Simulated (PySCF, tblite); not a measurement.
# C₅H₃ClF₃O radical: geometry, infrared bands and EPR parameters

Aim: predict the infrared bands and EPR parameters of C₅H₃ClF₃O radical (`FC(F)(F)C1=C(Cl)OC[CH]1`).

The runs use tblite 0.8.0 and PySCF 2.14.0, with density-fitted response routines of our own; the level of theory stands in each step. All values are computed, except where a source is named. Atoms are numbered from 0 throughout.

## Step 1: The molecule as given

13 atoms, charge 0, multiplicity 2; geometry from: force field or distance geometry start.

Bonds of the start (Å): F0–C1 1.38, C1–F2 1.39, C1–F3 1.38, C1–C4 1.49, C4–C5 1.34, C5–Cl6 1.78, C5–O7 1.39, O7–C8 1.41, C8–C9 1.50, C9–C4 1.49, C8–H10 1.10, C8–H11 1.10, C9–H12 1.10.

## Step 2: Relaxing the molecule with GFN2-xTB

The job: settings as JSON, then the geometry in Å.

```
{"job": {"kind": "relax", "xc": "GFN2-xTB", "basis": "xTB"}, "charge": 0, "multiplicity": 2}
F      2.371000     0.197600     1.365200
C      1.848300     0.210400     0.090400
F      2.230700    -0.973100    -0.523800
F      2.396200     1.246400    -0.636100
C      0.355500     0.209500     0.096900
C     -0.448800     1.138100    -0.449300
Cl     0.078800     2.611100    -1.290600
O     -1.760900     0.745200    -0.220600
C     -1.842600    -0.619500     0.140600
C     -0.476400    -0.861800     0.704500
H     -2.591800    -0.807500     0.928700
H     -2.081300    -1.217200    -0.751500
H     -0.083200    -1.878800     0.527900
```

Launch:

```bash
$ OMP_NUM_THREADS=1 python probes_run.py task.json out
```

The driver reads the jobs from task.json and runs them one after another.

Standard output:

```text
step      E/eV     max force
  0    -951.27016    3.381
  1    -951.69680    2.170
  2    -951.97658    1.481
  3    -952.06652    0.847
  4    -952.13711    0.597
  5    -952.17217    0.630
  6    -952.21632    0.736
  7    -952.25126    0.599
  8    -952.27485    0.371
  9    -952.29019    0.325
 10    -952.30108    0.296
 11    -952.31024    0.283
 12    -952.31992    0.276
 13    -952.32961    0.316
 14    -952.33660    0.222
 15    -952.34081    0.191
 16    -952.34416    0.166
 17    -952.34767    0.173
 18    -952.35079    0.152
 19    -952.35299    0.137
 20    -952.35465    0.132
 21    -952.35657    0.123
 22    -952.35846    0.125
 23    -952.35964    0.082
 24    -952.36025    0.070
 25    -952.36075    0.076
 26    -952.36132    0.083
 27    -952.36186    0.060
 28    -952.36232    0.056
 29    -952.36278    0.053
 30    -952.36331    0.074
 31    -952.36383    0.073
 32    -952.36420    0.047
 33    -952.36445    0.032
 34    -952.36465    0.032
 35    -952.36481    0.032
 36    -952.36493    0.030
 37    -952.36504    0.032
 38    -952.36516    0.029
 39    -952.36531    0.030
 40    -952.36543    0.027
 41    -952.36551    0.024
 42    -952.36558    0.023
 43    -952.36566    0.028
 44    -952.36578    0.038
 45    -952.36591    0.035
 46    -952.36601    0.024
 47    -952.36608    0.022
 48    -952.36614    0.018
 49    -952.36620    0.015
 50    -952.36623    0.013
 51    -952.36625    0.012
 52    -952.36628    0.013
 53    -952.36631    0.012
 54    -952.36634    0.014
 55    -952.36639    0.019
 56    -952.36644    0.022
 57    -952.36650    0.026
 58    -952.36657    0.029
 59    -952.36666    0.030
 60    -952.36681    0.031
 61    -952.36702    0.044
 62    -952.36731    0.056
 63    -952.36768    0.066
 64    -952.36824    0.076
 65    -952.36919    0.094
 66    -952.37064    0.133
 67    -952.36970    0.369
 68    -952.37282    0.143
 69    -952.37463    0.077
 70    -952.37577    0.125
 71    -952.37707    0.170
 72    -952.37841    0.097
 73    -952.38039    0.192
 74    -952.38296    0.061
 75    -952.38341    0.226
 76    -952.38471    0.056
 77    -952.38544    0.077
 78    -952.38432    0.366
 79    -952.38748    0.071
 80    -952.38849    0.067
 81    -952.37245    0.725
 82    -952.38963    0.041
 83    -952.39020    0.031
 84    -952.39003    0.223
 85    -952.39122    0.034
 86    -952.39156    0.040
 87    -952.39180    0.148
 88    -952.39223    0.064
 89    -952.39250    0.037
 90    -952.39300    0.039
 91    -952.39309    0.028
 92    -952.39313    0.014
 93    -952.39315    0.007
```

Wall time 0.59 s (1 thread of Arm Neoverse V2, shared host).

Relaxation path: (not every step is listed)

```csv
step,energy from step 0 (eV),largest force (eV/Å)
0,0.0000,3.3810
1,-0.4266,2.1700
2,-0.7064,1.4806
3,-0.7964,0.8469
4,-0.8669,0.5968
5,-0.9020,0.6303
6,-0.9462,0.7360
7,-0.9811,0.5991
8,-1.0047,0.3714
16,-1.0740,0.1655
24,-1.0901,0.0700
32,-1.0940,0.0471
40,-1.0953,0.0266
48,-1.0960,0.0181
56,-1.0963,0.0218
64,-1.0981,0.0757
72,-1.1082,0.0971
80,-1.1183,0.0669
88,-1.1221,0.0638
89,-1.1223,0.0365
90,-1.1228,0.0394
91,-1.1229,0.0276
92,-1.1230,0.0139
93,-1.1230,0.0070
```

Distances of close pairs at the start and the end, largest changes first:

```csv
bond,before (Å),after (Å),change (Å)
C4–C9,1.486,1.381,-0.106
C5–Cl6,1.776,1.680,-0.097
C1–F2,1.387,1.339,-0.049
C4–C5,1.344,1.391,+0.047
C9–H12,1.105,1.068,-0.036
C1–F3,1.379,1.343,-0.036
F0–C1,1.378,1.343,-0.035
C5–O7,1.389,1.356,-0.033
```

The final coordinates are the input of the step that follows.

## Step 3: Infrared spectrum with GFN2-xTB

The job: settings as JSON, then the geometry in Å.

```
{"job": {"kind": "ir", "xc": "GFN2-xTB", "basis": "xTB"}, "charge": 0, "multiplicity": 2}
F      2.299293     1.009049     1.013607
C      1.867982     0.164975     0.061934
F      2.422200    -1.024571     0.325403
F      2.406954     0.592042    -1.091784
C      0.380122     0.085847     0.001088
C     -0.461216     1.159391    -0.272366
Cl    -0.088136     2.765140    -0.595661
O     -1.764917     0.787753    -0.262542
C     -1.820561    -0.606534     0.031688
C     -0.401525    -1.034750     0.199256
H     -2.427661    -0.749948     0.937961
H     -2.333774    -1.119707    -0.795245
H     -0.083148    -2.028200     0.428933
```

Standard output:

```text
mode    cm-1     km/mol
  1      25.2      0.05
  2     106.3      0.78
  3     126.1      1.27
  4     160.5      1.80
  5     243.3      0.78
  6     277.7      6.55
  7     335.6     10.18
  8     365.0      3.39
  9     398.4      2.73
 10     467.8      5.98
 11     468.3      2.91
 12     553.8     11.10
 13     582.4     25.56
 14     611.6      0.77
 15     672.3     22.25
 16     765.5      6.70
 17     933.0      0.07
 18     936.1     49.95
 19     978.3     61.19
 20    1039.2    102.91
 21    1043.1    296.52
 22    1069.9    167.69
 23    1099.1      1.00
 24    1132.4      3.31
 25    1157.7    172.33
 26    1207.8     77.42
 27    1288.9      0.81
 28    1408.6      3.58
 29    1440.4     21.25
 30    1513.6     76.49
 31    2823.4      8.07
 32    2873.8     16.20
 33    3208.1      2.44
```

Run time: 0.42 s. Hardware: 1 thread of Arm Neoverse V2, shared host.

The strongest bands and the atoms that carry them (share of the mass-weighted mode):

```csv
cm⁻¹,km/mol,atoms
936,50.0,"C4 17 %, O7 15 %, H12 15 %, C8 10 %"
978,61.2,"C8 26 %, O7 21 %, H12 14 %"
1039,102.9,"C8 23 %, O7 15 %, H12 13 %"
1043,296.5,"C1 74 %, F0 12 %, F3 12 %"
1070,167.7,"C1 59 %, F2 12 %, H12 10 %"
1158,172.3,"C5 54 %, C1 13 %, O7 12 %"
1208,77.4,"C1 31 %, C9 26 %, C8 16 %, H12 13 %"
1514,76.5,"C4 54 %, C9 21 %, C5 18 %"
```

## Step 4: EPR parameters: B3LYP/pcH-1

The job, as its differences from that of step 3:

```diff
@@ -1,2 +1,2 @@
-{"job": {"kind": "ir", "xc": "GFN2-xTB", "basis": "xTB"}, "charge": 0, "multiplicity": 2}
+{"job": {"kind": "epr", "basis": "pcH-1"}, "charge": 0, "multiplicity": 2}
 F      2.299293     1.009049     1.013607
```

Method: UKS B3LYP, pcH-1 on C Cl F H O, non-relativistic, mean-field spin-orbit, GIAO.

Standard output:

```text
UKS, coarse grid
  cycle   1  E = -1027.05093598  |g| = 7.81e-01
  cycle   2  E = -1026.71077726  |g| = 1.30e+00
  cycle   3  E = -1027.24545680  |g| = 1.16e-01
  cycle   4  E = -1027.24952083  |g| = 7.32e-02
  cycle   5  E = -1027.25175906  |g| = 1.23e-02
  cycle   6  E = -1027.25183881  |g| = 6.36e-03
  cycle   7  E = -1027.25186815  |g| = 3.21e-03
  cycle   8  E = -1027.25187743  |g| = 1.88e-03
  cycle   9  E = -1027.25187827  |g| = 7.55e-04
UKS, final grid
  cycle   1  E = -1027.25188475  |g| = 1.42e-03
  cycle   2  E = -1027.25188199  |g| = 2.79e-03
  cycle   3  E = -1027.25188572  |g| = 1.70e-04
  cycle   4  E = -1027.25188573  |g| = 3.02e-05
  cycle   5  E = -1027.25188573  |g| = 1.98e-05
E = -1027.25188573 Eh   <S^2> = 0.7711 (exact 0.7500)
g shifts (ppm)      1          2          3
  rmc          -190       -190       -190
  gc             -8         41         38
  oz_so        -366       2870       3479
  total        -564       2720       3327
hyperfine (MHz)  atom isotope    a_iso     a_fc   dipolar eigenvalues
    0   19F      -8.13      -8.10    -11.53      4.63      6.90
    1   13C       4.70       4.70     -0.93     -0.05      0.98
    2   19F      -1.01      -0.99     -4.08      0.53      3.55
    3   19F      -7.69      -7.67    -11.12      4.39      6.73
    4   13C     -42.50     -42.50    -22.70     10.52     12.19
    5   13C      55.55      55.27    -47.02    -45.13     92.15
    6  35Cl       3.02       3.19    -16.69     -9.43     26.12
    7   17O     -16.09     -16.03    -45.84     21.55     24.29
    8   13C     -30.60     -30.63     -0.62     -0.02      0.64
    9   13C      52.58      52.65    -49.47    -47.68     97.15
   10    1H     114.44     114.44     -3.55     -1.23      4.78
   11    1H     114.68     114.68     -3.55     -1.23      4.78
   12    1H     -41.90     -41.91    -24.25     -0.07     24.32
```

It took 2.1 min on 1 thread of Arm Neoverse V2, shared host; peak memory 1.1 GiB.

Principal g values 2.00175, 2.00504, 2.00565; g(iso) = 2.00415, against 2.00232 for a free electron.

Hyperfine couplings; where a row names several nuclei, a(iso) is their mean (it holds for fast rotation or exchange) and the dipolar term the largest among them:

```csv
nuclei,isotope,a(iso) (MHz),"a(iso) (G, at g = 2.0023)",largest dipolar term (MHz)
"H10, H11",1H,114.6,40.9,4.8
C5,13C,55.6,19.8,92.1
C9,13C,52.6,18.8,97.1
C4,13C,-42.5,-15.2,-22.7
H12,1H,-41.9,-15.0,24.3
C8,13C,-30.6,-10.9,0.6
O7,17O,-16.1,-5.7,-45.8
"F0, F2, F3",19F,-5.6,-2.0,-11.5
C1,13C,4.7,1.7,1.0
Cl6,35Cl,3.0,1.1,26.1
```

Mulliken spin populations:

F0 0.00; C1 0.00; F2 0.00; F3 0.00; C4 -0.20; C5 0.46; Cl6 0.04; O7 0.09; C8 -0.06; C9 0.60; H10 0.05; H11 0.05; H12 -0.03

In first order the couplings over 0.8 MHz of 1H, 19F, 35Cl give 96 distinct lines over 105.9 G, if the averaged nuclei exchange fast; the same motion can average rows kept apart here too.

The fields below are evaluated on a grid from the run's orbitals.

ELF in a plane through or near 9 of the atoms.

Values, 10 rows by 14 columns:
```
0.00 0.00 0.00 0.00 0.00 0.00 0.00 0.00 0.00 0.00 0.00 0.00 0.00 0.00
0.00 0.00 0.00 0.00 0.03 0.17 0.45 0.49 0.20 0.00 0.00 0.00 0.00 0.00
0.00 0.00 0.00 0.08 0.64 0.81 0.61 0.88 0.29 0.01 0.01 0.00 0.00 0.00
0.00 0.00 0.00 0.00 0.43 0.82 0.69 0.77 0.23 0.86 0.54 0.01 0.00 0.00
0.00 0.00 0.00 0.04 0.06 0.06 0.76 0.40 0.66 0.77 0.16 0.02 0.00 0.00
0.00 0.00 0.01 0.16 0.39 0.90 0.25 0.83 0.63 0.27 0.66 0.27 0.02 0.00
0.00 0.00 0.08 0.79 0.18 0.57 0.04 0.77 0.81 0.18 0.05 0.02 0.00 0.00
0.00 0.00 0.01 0.25 0.49 0.33 0.01 0.97 0.99 0.21 0.00 0.00 0.00 0.00
0.00 0.00 0.00 0.00 0.00 0.00 0.00 0.01 0.02 0.00 0.00 0.00 0.00 0.00
0.00 0.00 0.00 0.00 0.00 0.00 0.00 0.00 0.00 0.00 0.00 0.00 0.00 0.00
```
The map spans 10.3 Å across and 10.7 Å up, centred on the molecule. Atoms in the plane (x, y in Å): C1 (-1.8, -0.3), F2 (-2.1, -1.7), C4 (-0.4, 0.0), C5 (0.1, 1.3), Cl6 (-0.6, 2.8), O7 (1.5, 1.2), C8 (1.9, -0.1), C9 (0.7, -0.9), H12 (0.6, -2.0).

log10 of the density (e/Å³) in the same plane.

Ten even steps from ' ' (-4.0) to '@' (1.8):
```
                      ......                            
                ....::------::::..                      
            ....----==========----::                    
            ::--====++******++====--....                
          ..::--++++##%%@@##**++==----::::..            
          ..----++**##%%@@##**++++======--::..          
          ..::--==++**######************====::          
        ..------====++++**##@@####%%%%##++==--....      
      ::--==++++++++++****##############++++--::::..    
    ..--==++++********########******####****==--::..    
    ..::--==****@@@@################%%%%##**++----..    
      ::--==++**####********##@@%%##******++==--::..    
      ::--++**%%@@%%**++++****####**++======--::..      
      ..--==**##%%##**====++**##**++==--::::....        
        ::--==++++++==----==++++++==--::....            
          ::----==----::::----==----::..                
              ......      ....::....                    
                                                        
                                                        
                                                        
```
The map spans 10.3 Å across and 10.7 Å up, centred on the molecule. Atoms in the plane (x, y in Å): C1 (-1.8, -0.3), F2 (-2.1, -1.7), C4 (-0.4, 0.0), C5 (0.1, 1.3), Cl6 (-0.6, 2.8), O7 (1.5, 1.2), C8 (1.9, -0.1), C9 (0.7, -0.9), H12 (0.6, -2.0).

On the surface of density 0.002 e/bohr³ the electrostatic potential runs, from the 1st to the 99th percentile, from -0.75 V near O7 to 1.36 V near H12.

The spin density lies nearest to C5, C9 about 30 % each; C4 9 % (beta excess); O7 9 %; Cl6 6 %.

## Step 5: Outcome

| quantity | value |
| --- | --- |
| strongest single infrared mode (GFN2-xTB) | 1043 cm⁻¹, 297 km/mol |
| zero-point energy (GFN2-xTB) | 44.8 kcal/mol |
| g(iso) (B3LYP) | 2.00415 |
| ⟨S²⟩ | 0.771 (exact 0.75) |
| largest a(iso) (averaged by class) | 1H on H10, H11, 114.6 MHz |
| potential on the surface of density 0.002 e/bohr³, 1st and 99th percentile | -0.75 V and 1.36 V |

The optimisation took 93 steps and gained 1.123 eV; among the close pairs (by a distance rule), C4–C9 changed most, from 1.486 to 1.381 Å. No mode is imaginary among the 33: a minimum at this level. GFN2-xTB is a fitted tight-binding method: band positions and strengths are rough. Its intensities can rank the bands wrongly. The largest spin populations lie on C9 (0.60 e), C5 (0.46 e). The isotropic g lies 1.8 ppt above the free-electron value. These values are for one conformer; the search (at its own cheap level) found 1 more, at 0.69 kcal/mol, and measured spectra average over such forms.
